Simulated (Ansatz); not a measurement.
This script for a rigid scan of one bond length of BH₄NSiZn, SMILES [BH]1N[SiH2][Zn]1 with Ansatz's Python interface holds a mistake.

The script reads `bh4nsizn.xyz`:
```text
8

B     0.07650    1.23380   -0.78660
N    -0.33530    0.55450    0.48880
Si    0.34510   -1.07980    0.36740
Zn   -1.03630   -0.62740   -1.47340
H     0.59960    2.27140   -1.08170
H    -1.36960    0.45670    0.48890
H     1.87190   -0.98780    0.43840
H    -0.05980   -1.87850    1.50250
```

Script `scan_bh4nsizn.py`:
```python
'''Stretching a bond of BH4NSiZn, the rest held rigid.'''

import warnings

import ansatz as az
import numpy as np


def main() -> None:
    warnings.simplefilter('ignore', az.DeckWarning)

    bh4nsizn = az.Crystal.molecule_from_extxyz('bh4nsizn.xyz')

    symbols = [site.symbol for site in bh4nsizn.cartesian_sites]
    start = np.array([site.position_ang for site in bh4nsizn.cartesian_sites])
    axis = (start[7] - start[2]) / np.linalg.norm(start[7] - start[2])
    moving = [7]
    lengths, energies = [1.272, 1.33, 1.388, 1.446, 1.504, 1.561, 1.619, 1.706], []
    for length in lengths:
        xyz = start.copy()
        xyz[moving] += (length - np.linalg.norm(start[7] - start[2])) * axis
        point = az.Crystal.molecule()
        for symbol, place in zip(symbols, xyz):
            point = point.atom(symbol, place.tolist())
        job = (
            point.calculation()
            .basis(gaussian='def2-SVP')
            .functional('b3lyp', dispersion='d3bj')
            .basis(500)
        )
        data = job.run().report
        energies.append(data['free_energy_ev'])
        print(f'r = {length:6.3f} A  E = {energies[-1]:.5f} eV  <S^2> = {abs(data["mean_field"]["state"]["spin_squared"]):.3f}')

    # quartic fit about the minimum
    fit = np.polynomial.Polynomial.fit(lengths, np.array(energies) - min(energies), 4).convert()
    roots = [r.real for r in fit.deriv().roots() if abs(r.imag) < 1e-9 and fit.deriv(2)(r.real) > 0]
    r_e = min(roots, key=lambda r: abs(r - lengths[int(np.argmin(energies))]))
    print(f'minimum of the fit at {r_e:.4f} A, force constant {fit.deriv(2)(r_e):.2f} eV/A^2')


if __name__ == '__main__':
    main()
```

```console
$ python scan_bh4nsizn.py
Traceback (most recent call last):
  File "scan_bh4nsizn.py", line 43, in <module>
    main()
    ~~~~^^
  File "scan_bh4nsizn.py", line 31, in main
    data = job.run().report
           ~~~~~~~^^
  ...
ansatz.RefusalError: invalid value for `basis.gaussian`: such a run doesn't read basis.ecutwfc; remove what it names
$ echo $?
1
```
(Library frames cut from the traceback.)

What is wrong, and how is it mended?

The fault: a plane-wave cutoff beside a Gaussian basis. The change:

```diff
--- before
+++ after
@@ -28,3 +28,2 @@
             .functional('b3lyp', dispersion='d3bj')
-            .basis(500)
         )
```

After the fix:

```console
$ python scan_bh4nsizn.py
r =  1.272 A  E = -58516.61161 eV  <S^2> = 0.000
r =  1.330 A  E = -58516.91743 eV  <S^2> = 0.000
r =  1.388 A  E = -58517.10624 eV  <S^2> = 0.000
r =  1.446 A  E = -58517.20298 eV  <S^2> = 0.000
r =  1.504 A  E = -58517.22788 eV  <S^2> = 0.000
r =  1.561 A  E = -58517.19826 eV  <S^2> = 0.000
r =  1.619 A  E = -58517.12622 eV  <S^2> = 0.000
r =  1.706 A  E = -58516.96206 eV  <S^2> = 0.000
minimum of the fit at 1.4982 A, force constant 16.78 eV/A^2
```

Total energies depend on the basis set; only differences at equal settings carry meaning. The rest of the molecule is held rigid at a force-field or estimated start geometry, and the basis set is modest; single-reference methods fail as a bond breaks. b3lyp holds the VWN-RPA fit, as in Gaussian; the form of ORCA and Turbomole is b3lyp5. The orbitals are restricted, so S² is zero by construction. Hardware and time: 20 s on 1 thread of Intel(R) Xeon(R) Processor @ 2.30GHz, with other jobs on the host, peak memory 0.31 GiB.
